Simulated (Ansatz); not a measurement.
# C2H8SSi: up Jacob's ladder to CCSD(T)

How much do the methods differ for C2H8SSi? The plan is to run it at one geometry with functionals of several rungs and with coupled cluster. The yardstick is the atomisation energy at the CCSD(T) limit.

The runs use Ansatz 0.2.0, Gaussian basis; functionals in def2-TZVPP, the program's frozen cores in correlated methods.

The runs, in order: LDA (SPW92), PBE-D4, revPBE-D4, BLYP-D4, r2SCAN-D4, B97M-V, PBE0-D4, B3LYP-D4, r2SCANh-D4, r2SCAN0-D4, HSE06-D4, BHLYP-D4, CAM-B3LYP-D4, LC-ωPBE, ωB97X-V, ωB97M-V, B2PLYP, PBE-QIDH; CCSD(T)/def2-SVP; CCSD(T)/def2-TZVPP; MP2/def2-QZVPP; extrapolation to the limit; RPA on PBE.

**1. The relaxed structure**

An earlier PBE0-D4 in a triple-zeta def2 set relaxation fixed the geometry.

SMILES `C[SiH2]CS`, 12 atoms, charge 0, spin multiplicity 1.

Atoms are counted from 1 here; the program's logs count them from 0.

Bond lengths: C1–Si2 1.865 Å, C1–H5 1.092 Å, C1–H6 1.092 Å, C1–H7 1.093 Å, Si2–C3 1.881 Å, Si2–H8 1.491 Å, Si2–H9 1.492 Å, C3–S4 1.814 Å, C3–H10 1.094 Å, C3–H11 1.092 Å, S4–H12 1.343 Å. Angles: Si2–C1–H5 110.4°, Si2–C1–H6 110.9°, Si2–C1–H7 110.7°, H5–C1–H6 108.5°, H5–C1–H7 108.2°, H6–C1–H7 108.0°, C1–Si2–C3 111.2°, C1–Si2–H8 110.6°, C1–Si2–H9 110.5°, C3–Si2–H8 107.4°, C3–Si2–H9 109.0°, H8–Si2–H9 108.0°, Si2–C3–S4 111.8°, Si2–C3–H10 109.5°, Si2–C3–H11 112.3°, S4–C3–H10 105.2°, S4–C3–H11 110.5°, H10–C3–H11 107.2° and more.

**2. LDA**

This LDA is Slater exchange with PW92 correlation.

in.yaml reads:

```yaml
crystal:
  periodic: [false, false, false]
  atoms:
    - {symbol: C, position_ang: [-1.139853, 1.257353, -0.111155]}
    - {symbol: Si, position_ang: [-0.069360, 0.065912, 0.844697]}
    - {symbol: C, position_ang: [1.315806, -0.617781, -0.229139]}
    - {symbol: S, position_ang: [0.672495, -1.569365, -1.633212]}
    - {symbol: H, position_ang: [-1.539952, 0.776220, -1.005876]}
    - {symbol: H, position_ang: [-1.976630, 1.604212, 0.499191]}
    - {symbol: H, position_ang: [-0.563181, 2.131844, -0.422467]}
    - {symbol: H, position_ang: [-0.873686, -1.093844, 1.325437]}
    - {symbol: H, position_ang: [0.526448, 0.738753, 2.035674]}
    - {symbol: H, position_ang: [1.873726, 0.210371, -0.675008]}
    - {symbol: H, position_ang: [2.028208, -1.214957, 0.343832]}
    - {symbol: H, position_ang: [-0.177119, -2.343818, -0.937976]}
basis:
  gaussian: {orbitals: def2-TZVPP}
hamiltonian: {xc: lda}
output: {orbitals: {seedname: orbitals}}
```

Started as:

```console
> ansatz run in.yaml --threads 4 --pin off --events-out ev --progress --plain --max-ram 10444MiB
```

After this run come: PBE-D4 (GGA); revPBE-D4 (GGA); BLYP-D4 (GGA); r2SCAN-D4 (meta-GGA); B97M-V (meta-GGA); B3LYP-D4 (hybrid); r2SCANh-D4 (hybrid); r2SCAN0-D4 (hybrid); HSE06-D4 (hybrid); BHLYP-D4 (hybrid); CAM-B3LYP-D4 (range-separated); LC-ωPBE (range-separated); ωB97X-V (range-separated); ωB97M-V (range-separated); B2PLYP (double hybrid); PBE-QIDH (double hybrid); CCSD(T) in def2-SVP; CCSD(T) in def2-TZVPP; MP2 in def2-QZVPP; RPA on PBE orbitals.

**Question.** What will the summary of the whole plan be? Wanted: atomisation energy, CCSD(T)/CBS; farthest beyond LDA; mean size of error, GGA; mean size of error, meta-GGA; mean size of error, hybrid; mean size of error, range-separated; mean size of error, double hybrid; gap, smallest and largest; T1 diagnostic.

**Answer**, as computed:

| quantity | value |
| --- | --- |
| atomisation energy, CCSD(T)/CBS | 989.7 kcal/mol |
| functionals within 4.9 kcal/mol (0.5 %) | r2SCAN-D4, B97M-V, PBE0-D4, B3LYP-D4, r2SCANh-D4, HSE06-D4, CAM-B3LYP-D4, ωB97X-V, ωB97M-V |
| farthest beyond LDA | BHLYP-D4 (-18.6 kcal/mol) |
| mean size of error, GGA | 9.0 kcal/mol |
| mean size of error, meta-GGA | 2.4 kcal/mol |
| mean size of error, hybrid | 5.1 kcal/mol |
| mean size of error, range-separated | 4.5 kcal/mol |
| mean size of error, double hybrid | 10.1 kcal/mol |
| gap, smallest and largest | 4.80 eV (LDA (SPW92)), 11.97 eV (LC-ωPBE) |
| T1 diagnostic | 0.0102 |
| triples share of the correlation energy | 3.9 % |

What this shows: The LDA atomisation energy is off by 120.6 kcal/mol (12 %): it overbinds. PBE-D4 is off by +6.4 kcal/mol. Double hybrids carry the basis error of their MP2 part in triple zeta, and no dispersion term here, so their miss is partly the set-up's. The rungs meta-GGA, range-separated miss on average by less than the doubt on the reference (4.9 kcal/mol), so they tie. Misses under about 4.9 kcal/mol are within the doubt on the reference itself, which lacks core-valence correlation, relativity and higher excitations. Hartree-Fock recovers 75 % of the binding; the rest is correlation. CCSD(T) in def2-SVP is off by -56.2 kcal/mol, which most functionals beat. The gap grows from 4.8 to 12.0 eV across the functionals, mostly with the share of exact exchange.
